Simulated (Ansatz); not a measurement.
# GeSiNH6 (SMILES [SiH3][N][GeH3]): levels of theory compared

Wanted: a comparison of 6 runs (UHF/STO-3G, UHF/3-21G, UHF/def2-SVP, UB3LYP/6-31G*, UPBE0/def2-SVP, UMP2/STO-3G) of GeSiNH6. 

The calculation is run with Ansatz 0.2.0.

7 further runs of the same task are left out: 2 that didn't finish, 5 set aside as unsound or not needed.

### Step 1. The molecule

GeSiNH6 has 9 atoms, charge 0, and is taken as a doublet. SMILES: `[SiH3][N][GeH3]`. The coordinates come from a PBE0-D4/def2-TZVP relaxation.

Bond lengths: Si1–N2 1.731 Å, N2–Ge3 1.846 Å, Si1–H4 1.492 Å, Si1–H5 1.486 Å, Si1–H6 1.491 Å, Ge3–H7 1.538 Å, Ge3–H8 1.543 Å, Ge3–H9 1.535 Å. Some angles: Si1–N2–Ge3 127.0°, N2–Si1–H4 115.3°, N2–Si1–H5 109.2°, N2–Si1–H6 105.4°, N2–Ge3–H7 105.4°, N2–Ge3–H8 113.4°, N2–Ge3–H9 107.0°, H4–Si1–H5 108.9°, H4–Si1–H6 108.5°, H5–Si1–H6 109.5°.

### Step 2. Energy and forces at UHF/STO-3G (run 1)

molecule.yaml

```yaml
basis:
  gaussian:
    orbitals: STO-3G
crystal:
  periodic: [false, false, false]
  atoms:
    - {symbol: Si, position_ang: [-0.680200, 1.066900, -0.955300]}
    - {symbol: N, position_ang: [0.530300, 0.621500, 0.199500]}
    - {symbol: Ge, position_ang: [0.768300, -1.036400, 0.976200]}
    - {symbol: H, position_ang: [-1.318300, -0.070400, -1.681000]}
    - {symbol: H, position_ang: [-0.086900, 1.998400, -1.949400]}
    - {symbol: H, position_ang: [-1.731200, 1.778800, -0.172400]}
    - {symbol: H, position_ang: [2.099800, -1.563400, 0.416100]}
    - {symbol: H, position_ang: [-0.368300, -2.029700, 0.657900]}
    - {symbol: H, position_ang: [0.875000, -0.811900, 2.491400]}
magnetization:
  spin_polarized: true
  initial_magnetization: 1
hamiltonian:
  xc: hf
accuracy: high
output: {forces: true, orbitals: {seedname: orbitals}}
```

Command:

```bash
$ ansatz run molecule.yaml --threads 1 --pin off --max-ram 2610MiB --events-out events.jsonl --progress --plain --runs-dir runs
```

The log of the run, shortened:

```text
Warning: RAYON_NUM_THREADS=1 ignored (pool sized by the plan → 1); use --threads N
Functional definition: HF
  name "HF"
[...]
656 factors; integrals over basis functions are off by at most 5.3e-9 eV
[...]
mean field -65159.72760373 eV, -2394.5758225873 hartree, gradient 2.0e-8 eV, S^2 0.761878; 0 other end points of the search recorded, 0 dependent functions left out
[...]
reference -65159.72760373 eV, -2394.5758225873 hartree; 30, 29 occupied and 8, 9 virtual orbitals, 656 factors
Total energy: -65159.72760373 eV, -2394.5758225873 hartree
Atom 0 at    -0.680200     1.066900    -0.955300 Å, force    -2.247257     0.941446    -1.630305 eV/Å
Atom 1 at     0.530300     0.621500     0.199500 Å, force     1.094112    -0.960808     1.116131 eV/Å
Atom 2 at     0.768300    -1.036400     0.976200 Å, force     0.326377    -0.780387     0.331419 eV/Å
Atom 3 at    -1.318300    -0.070400    -1.681000 Å, force     0.779023     1.288330     0.827728 eV/Å
Atom 4 at    -0.086900     1.998400    -1.949400 Å, force    -0.665849    -1.087741     1.082480 eV/Å
Atom 5 at    -1.731200     1.778800    -0.172400 Å, force     1.154831    -0.834130    -1.016112 eV/Å
Atom 6 at     2.099800    -1.563400     0.416100 Å, force    -1.750457     0.563168     0.770023 eV/Å
Atom 7 at    -0.368300    -2.029700     0.657900 Å, force     1.482233     1.249162     0.451353 eV/Å
Atom 8 at     0.875000    -0.811900     2.491400 Å, force    -0.173013    -0.379040    -1.932717 eV/Å
Dipole moment:    -0.128467    -0.223687    -0.045755 e Å
```

It took 1.8 s on 1 thread of Arm Neoverse V1, shared host.

### Step 3. Energy and forces at UHF/3-21G (run 2)

in.yaml

```yaml
crystal:
  periodic: [false, false, false]
  atoms:
    - {symbol: Si, position_ang: [-0.680200, 1.066900, -0.955300]}
    - {symbol: "N", position_ang: [0.530300, 0.621500, 0.199500]}
    - {symbol: Ge, position_ang: [0.768300, -1.036400, 0.976200]}
    - {symbol: H, position_ang: [-1.318300, -0.070400, -1.681000]}
    - {symbol: H, position_ang: [-0.086900, 1.998400, -1.949400]}
    - {symbol: H, position_ang: [-1.731200, 1.778800, -0.172400]}
    - {symbol: H, position_ang: [2.099800, -1.563400, 0.416100]}
    - {symbol: H, position_ang: [-0.368300, -2.029700, 0.657900]}
    - {symbol: H, position_ang: [0.875000, -0.811900, 2.491400]}
basis:
  gaussian: {orbitals: 3-21G-spherical.json}
magnetization: {spin_polarized: true, initial_magnetization: 1}
hamiltonian: {xc: hf}
accuracy: high
output: {forces: true, orbitals: {seedname: orbitals}}
```

The basis set 3-21G is read from a file made from the Basis Set Exchange's data (not shown).

Command:

```bash
$ ansatz run in.yaml --threads 1 --pin off --max-ram 2610MiB --events-out events.jsonl --progress --plain --runs-dir runs
```

The log of the run, shortened:

```text
Warning: RAYON_NUM_THREADS=1 ignored (pool sized by the plan → 1); use --threads N
[... 2 set-up lines as earlier in the session ...]
[...]
1184 factors; integrals over basis functions are off by at most 4.6e-9 eV
[...]
mean field -65588.03327214 eV, -2410.3157655855 hartree, gradient 2.6e-8 eV, S^2 0.760859; 2 other end points of the search recorded, 0 dependent functions left out
[...]
reference -65588.03327214 eV, -2410.3157655855 hartree; 30, 29 occupied and 26, 27 virtual orbitals, 1184 factors
Total energy: -65588.03327214 eV, -2410.3157655855 hartree
Atom 0 at    -0.680200     1.066900    -0.955300 Å, force    -0.984505     1.157218    -1.139351 eV/Å
Atom 1 at     0.530300     0.621500     0.199500 Å, force     0.677217    -1.091445     0.900004 eV/Å
Atom 2 at     0.768300    -1.036400     0.976200 Å, force     0.566705     0.206026     0.366610 eV/Å
Atom 3 at    -1.318300    -0.070400    -1.681000 Å, force     0.003674    -0.030057     0.020726 eV/Å
Atom 4 at    -0.086900     1.998400    -1.949400 Å, force    -0.115468    -0.037572    -0.042358 eV/Å
Atom 5 at    -1.731200     1.778800    -0.172400 Å, force    -0.044993    -0.036748    -0.100051 eV/Å
Atom 6 at     2.099800    -1.563400     0.416100 Å, force    -0.047507    -0.083157     0.024448 eV/Å
Atom 7 at    -0.368300    -2.029700     0.657900 Å, force    -0.015972     0.032086    -0.015376 eV/Å
Atom 8 at     0.875000    -0.811900     2.491400 Å, force    -0.039152    -0.116350    -0.014651 eV/Å
Dipole moment:    -0.139488    -0.282314    -0.032602 e Å
```

Wall time 3.9 s (1 thread of Arm Neoverse V1, shared host).

Runs 3 to 5 aren't shown in full; the table further down has their settings and results.

### Step 4. Energy and gradient at UMP2/STO-3G (run 6)

in.yaml, as its differences from that of step 3:

```diff
@@ -4,3 +4,3 @@
     - {symbol: Si, position_ang: [-0.680200, 1.066900, -0.955300]}
-    - {symbol: "N", position_ang: [0.530300, 0.621500, 0.199500]}
+    - {symbol: N, position_ang: [0.530300, 0.621500, 0.199500]}
     - {symbol: Ge, position_ang: [0.768300, -1.036400, 0.976200]}
@@ -13,6 +13,6 @@
 basis:
-  gaussian: {orbitals: 3-21G-spherical.json}
+  gaussian: {orbitals: STO-3G}
+accuracy: high
+correlation: {method: mp2, frozen_orbitals: {Ge: 9, H: 0, "N": 1, Si: 5}}
+output: {forces: true, orbitals: {seedname: orbitals}}
 magnetization: {spin_polarized: true, initial_magnetization: 1}
-hamiltonian: {xc: hf}
-accuracy: high
-output: {forces: true, orbitals: {seedname: orbitals}}
```

Command:

```bash
$ ansatz run in.yaml --threads 1 --pin off --max-ram 2610MiB --events-out events.jsonl --progress --plain --runs-dir runs
```

The log of the run, shortened:

```text
Warning: RAYON_NUM_THREADS=1 ignored (pool sized by the plan → 1); use --threads N
[... 2 set-up lines as earlier in the session ...]
[...]
656 factors; integrals over basis functions are off by at most 5.3e-9 eV
[...]
mean field -65159.72760373 eV, -2394.5758225873 hartree, gradient 2.0e-8 eV, S^2 0.761878; 3 other end points of the search recorded, 0 dependent functions left out
15 core orbitals not correlated: weight in the atoms' cores, before any rotation towards them, 1.000 or more for the frozen orbitals, at most 0.000 for the correlated occupied ones
reference -65159.72760373 eV, -2394.5758225873 hartree; 15, 14 occupied and 8, 9 virtual orbitals, 656 factors
second order -2.96543829 eV of doubles, -0.00000000 eV of singles
[...]
Total energy: -65162.69304202 eV, -2394.6848004345 hartree
Atom 0 at    -0.680200     1.066900    -0.955300 Å, force    -2.101020     0.604656    -1.509260 eV/Å
Atom 1 at     0.530300     0.621500     0.199500 Å, force     1.515528    -0.601881     1.367686 eV/Å
Atom 2 at     0.768300    -1.036400     0.976200 Å, force     0.116880    -0.685241     0.155297 eV/Å
Atom 3 at    -1.318300    -0.070400    -1.681000 Å, force     0.485216     0.946506     0.515621 eV/Å
Atom 4 at    -0.086900     1.998400    -1.949400 Å, force    -0.469654    -0.774553     0.773459 eV/Å
Atom 5 at    -1.731200     1.778800    -0.172400 Å, force     0.811798    -0.582536    -0.757680 eV/Å
Atom 6 at     2.099800    -1.563400     0.416100 Å, force    -1.464172     0.466282     0.658564 eV/Å
Atom 7 at    -0.368300    -2.029700     0.657900 Å, force     1.244678     0.942874     0.417737 eV/Å
Atom 8 at     0.875000    -0.811900     2.491400 Å, force    -0.139254    -0.316108    -1.621426 eV/Å
Dipole moment:    -0.112460    -0.197604    -0.038291 e Å
```

It took 2.5 s on 1 thread of Arm Neoverse V1, shared host.

### Step 5. All runs side by side

```csv
run,level,Cartesian functions,frozen core orbitals,energy (Eh),dipole moment (D),HOMO energy (eV),LUMO energy (eV),wall time
1,UHF/STO-3G,no,–,-2394.575823,1.26,-7.09,8.07,1.8 s
2,UHF/3-21G,no,–,-2410.315766,1.52,-10.21,1.79,3.9 s
3,UHF/def2-SVP,no,–,-2421.806676,1.25,-10.78,1.45,13 s
4,UB3LYP/6-31G* (Cartesian functions),yes,–,-2424.557534,1.14,-7.05,-3.75,26 s
5,UPBE0/def2-SVP,no,–,-2423.937385,1.08,-7.41,-3.53,31 s
6,UMP2/STO-3G,no,15,-2394.684800,1.11,-7.09,8.07,2.5 s
```

### Step 6. What came out

```
                                                         quantity           value
                                              run 6: total energy  -2394.68480 Eh
                        run 6: dipole moment (correlated density)          1.11 D
run 6: HOMO energy (Hartree–Fock orbitals) (highest over α and β)        -7.09 eV
 run 6: LUMO energy (Hartree–Fock orbitals) (lowest over α and β)         8.07 eV
              run 6: correlation energy (15 core orbitals frozen)      -109.0 mEh
                         run 6: ⟨S²⟩ of the reference determinant           0.762
                                  run 6: largest force on an atom      2.657 eV/Å
```

What this shows: The dipole moment (its size) runs from 1.08 D (UPBE0/def2-SVP) to 1.52 D (UHF/3-21G). The two ends differ in method and basis. Totals of different functionals can't be ranked against each other. In runs 1, 6 the basis is minimal, so the values are rough. All runs together took 78 s, the longest 31 s.
